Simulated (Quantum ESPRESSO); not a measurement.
# TbO: single point with PBE+U

TbO:

```
Tb O
1.0
     3.09333    0.00000    0.00000
    -1.54666    2.67890    0.00000
     0.00000    0.00000    3.01893
Tb O
1 1
Direct
  0.00000 0.00000 0.00000
  0.66667 0.33333 0.50000
```

The cell comes from a database or a generator and needn't be the stable form of this composition.

- Program: Quantum ESPRESSO 7.5
- Task: single point
- Functional: PBE
- Potentials or basis: JTH 2.0 PBE
- Cutoff: 680 eV
- Density cutoff: 4082 eV
- k mesh: 5 × 5 × 4
- Occupations: gaussian, width 0.05 eV
- Spin: collinear spin, ferromagnetic start
- Starting moments: [6.0, 0.0] μB
- Hubbard terms: Tb f U = 2 eV

```yaml
Largest_force: 0.086 eV/Å
Band_gap_on_the_k_mesh: none (metal or under the smearing width)
Net_moment: 5.99 μB per cell
Absolute_moment: 6.01 μB per cell
Site_moments: Tb +5.67; O -0.00 μB
Valence_electrons_inside_the_program's_atomic_spheres: Tb 15.10; O 6.31
```

Forces in eV/Å, atoms in the order of the input:
```
Tb   0.024  0.083  0.000
O   -0.024 -0.083  0.000
```

Levels at points of the mesh, in eV from the Fermi level:
Spin up:
```tsv
k point	band 13	band 14	band 15	band 16	band 17	band 18
(0.00, 0.00, 0.00)	-4.94	-4.22	-3.76	-2.61	0.91	3.69
(0.00, 0.00, -0.50)	-4.21	-4.10	-4.06	1.64	1.76	1.95
```
Spin down:
| k point | band 7 | band 8 | band 9 | band 10 | band 11 | band 12 |
| --- | --- | --- | --- | --- | --- | --- |
| (0.00, 0.00, 0.00) | -5.45 | -4.50 | -1.93 | -1.55 | -0.06 | 0.70 |
| (0.00, 0.00, -0.50) | -5.35 | -5.33 | -1.37 | 0.16 | 0.62 | 0.90 |

Eigenvalues of the final occupation matrices:
```
   site  spin  trace                         eigenvalues
Tb 1 4f     1   6.19  0.88 0.88 0.88 0.88 0.89 0.89 0.89
Tb 1 4f     2   1.23  0.02 0.03 0.03 0.04 0.04 0.18 0.88
```

Wall time 7.9 min on 1 thread of Arm Neoverse V2, with other jobs on the host, peak memory 0.23 GiB.

Caveat: the k mesh is coarse (spacing up to 0.52 Å⁻¹), so the values aren't converged; the magnetic or orbital state may not be the lowest; spin-orbit coupling is left out, which moves the levels of the heavy elements. The state reached can hang on the start; a lower one may exist.
